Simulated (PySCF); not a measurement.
**TlCl3(H2O): other functionals and bases at one geometry**

The task here is to estimate one member of a computed series from the others.

The runs use PySCF 2.14.0; several levels, as the steps say, no spin–orbit coupling.

1 further run of the same task is left out (for a known fault of the program).

### The system as given

7 atoms, charge 0, spin multiplicity 1.

Bond lengths: Tl1–Cl2 2.417 Å, Tl1–Cl3 2.393 Å, Tl1–Cl4 2.417 Å, Tl1–O5 2.451 Å, O5–H6 0.969 Å, O5–H7 0.969 Å. Angles: Cl2–Tl1–Cl3 120.4°, Cl2–Tl1–Cl4 117.5°, Cl2–Tl1–O5 87.4°, Cl3–Tl1–Cl4 120.4°, Cl3–Tl1–O5 107.7°, Cl4–Tl1–O5 87.4°, Tl1–O5–H6 104.6°, Tl1–O5–H7 104.6°, H6–O5–H7 105.6°.

Coordinates:

```tsv
atom	x (Å)	y (Å)	z (Å)
Tl1	-0.0793	-0.1565	0.1565
Cl2	0.8837	1.8720	1.0505
Cl3	-1.5362	-1.4989	1.4989
Cl4	0.8837	-1.0505	-1.8720
O5	-1.4765	1.2676	-1.2676
H6	-1.1784	2.1697	-1.0782
H7	-1.1784	1.0782	-2.1697
```

Formal oxidation states: Tl +3. An earlier session relaxed this geometry at PBE0, Tl def2-SVP with ECP60, Cl def2-SVP, O def2-SVP, H def2-SVP (singlet, point group Cs).

At PBE0 on the finer grid: E = -1628.619687 Eh, HOMO -8.85 eV, LUMO -3.47 eV, Mulliken charge on Tl1 +0.62 e, largest force component 0.023 eV/Å. 

Levels to run: B3LYP; M06-L; PBE0, TZVP. Hardware: 2 threads of Arm Neoverse V1, shared host.

The first run:

Contents of run.py (the lines that set the calculation):

```python
mol = gto.M(atom='''
Tl    -0.07928    -0.15649     0.15649
Cl     0.88369     1.87201     1.05054
Cl    -1.53620    -1.49890     1.49890
Cl     0.88369    -1.05054    -1.87201
O     -1.47651     1.26762    -1.26762
H     -1.17845     2.16970    -1.07819
H     -1.17845     1.07819    -2.16970''',
    basis={'Tl': 'def2-SVP', 'Cl': 'def2-SVP', 'O': 'def2-SVP', 'H': 'def2-SVP'},
    ecp={'Tl': 'def2-SVP'},
    charge=0, spin=0)
mf = dft.RKS(mol, xc='B3LYP')
mf.grids.atom_grid = (75, 302)
mf = mf.density_fit()  # fitting sets: Tl def2-universal-JKFIT, Cl def2-universal-JKFIT, O def2-universal-JKFIT, H def2-universal-JKFIT
mf.conv_tol = 1e-08; mf.max_cycle = 55
mf.kernel(dm0)  # dm0: the density of the relaxed state
```

The run is started by

```bash
$ OMP_NUM_THREADS=2 python run.py
```

Among the steps run: B3LYP; M06-L; PBE0, TZVP.

One of the session's tables, all rows but one given; the rest of the session is left out.

| level | HOMO (eV) | gap (eV) | charge on Tl1 (e) | dipole (D) | largest force component (eV/Å) |
| --- | --- | --- | --- | --- | --- |
| PBE0 (relaxed here) | -8.85 | 5.37 | 0.62 | 3.43 | 0.02 |
| B3LYP | -8.47 | 4.86 | 0.57 | 3.40 | 0.28 |
| M06-L | -7.76 | 3.58 | 0.83 | 3.46 | 0.30 |
| PBE0, TZVP | ? | ? | ? | ? | ? |

**Question.** Estimate the row for PBE0, TZVP.

The run gave: HOMO (eV): -9.03; gap (eV): 5.38; charge on Tl1 (e): 0.91; dipole (D): 3.26; largest force component (eV/Å): 0.33. In the column «HOMO (eV)» it is the lowest.

In one basis the HOMO–LUMO gap runs from 3.58 eV (M06-L) to 5.37 eV (PBE0). The largest leftover force, 0.33 eV/Å with PBE0, TZVP, stands at a geometry relaxed at another level. Total energies of different levels can't be compared.
